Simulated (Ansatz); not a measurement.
# AlClH6OSSi: the cost of one run

Method: RKS B3LYP-D4/def2-SVP, in Ansatz 0.2.0.

### 1 The structure to begin with

Bond lengths: Al1–O2 2.130 Å, O2–Si3 1.680 Å, Si3–H4 1.460 Å, Si3–H5 1.460 Å, Si3–H6 1.460 Å, Al1–Cl7 2.230 Å, Al1–H8 1.560 Å, Al1–S9 2.560 Å, S9–H10 1.400 Å. Angles: Al1–O2–Si3 125.0°, O2–Al1–Cl7 120.0°, O2–Al1–H8 120.0°, O2–Al1–S9 71.6°, Cl7–Al1–H8 120.0°, Cl7–Al1–S9 88.6°, H8–Al1–S9 109.9°, O2–Si3–H4 109.5°, O2–Si3–H5 109.5°, O2–Si3–H6 109.5°, H4–Si3–H5 109.4°, H4–Si3–H6 109.4°, H5–Si3–H6 109.4°, Al1–S9–H10 109.5°.

Coordinates:

```xyz
11

Al    0.0000    0.0000    0.0000
O     0.0000    0.0000    2.1300
Si   -1.3147   -0.4067    3.0936
H    -2.2390   -1.2403    2.3304
H    -0.8506   -1.1432    4.2657
H    -1.9987    0.8095    3.5233
Cl    1.9312    0.0000   -1.1150
H    -1.3510    0.0000   -0.7800
S     0.5384   -2.3690    0.8072
H    -0.3388   -3.2787    0.2048
H     0.2798   -1.2310    1.9536
```

### 2 A restrained relaxation towards end A

Springs on the bonds that form and break draw the guess towards this end; the thresholds are loose.

The input, input.yaml:

```yaml
crystal:
  periodic: [false, false, false]
  atoms:
    - { symbol: Al, position_ang: [0.0, 0.0, 0.0] }
    - { symbol: O, position_ang: [0.0, 0.0, 2.13] }
    - { symbol: Si, position_ang: [-1.3147, -0.4067, 3.0936] }
    - { symbol: H, position_ang: [-2.239, -1.2403, 2.3304] }
    - { symbol: H, position_ang: [-0.8506, -1.1432, 4.2657] }
    - { symbol: H, position_ang: [-1.9987, 0.8095, 3.5233] }
    - { symbol: Cl, position_ang: [1.9312, 0.0, -1.115] }
    - { symbol: H, position_ang: [-1.351, 0.0, -0.78] }
    - { symbol: S, position_ang: [0.5384, -2.369, 0.8072] }
    - { symbol: H, position_ang: [-0.3388, -3.2787, 0.2048] }
    - { symbol: H, position_ang: [0.2798, -1.231, 1.9536] }
basis:
  gaussian: { orbitals: def2-SVP }
hamiltonian:
  xc: b3lyp
  dispersion: d4
relax:
  f_tol: 0.15
  max_steps: 25
  restrain:
    - { distance: [0, 8], at: 3.46, k: 30.0 }
    - { distance: [10, 1], at: 2.21, k: 30.0 }
    - { distance: [0, 1], at: 1.78, k: 30.0 }
    - { distance: [10, 8], at: 1.4, k: 30.0 }
```

Started as:

```console
ansatz run input.yaml --threads 4 --pin off --max-ram 5120MiB --backend cpu --events-out ev --progress --plain --runs-dir out
```

Q: Estimate wall time and peak memory on 4 threads of Arm Neoverse V2, shared host.

About 25 s, with a peak of 0.3 GiB.
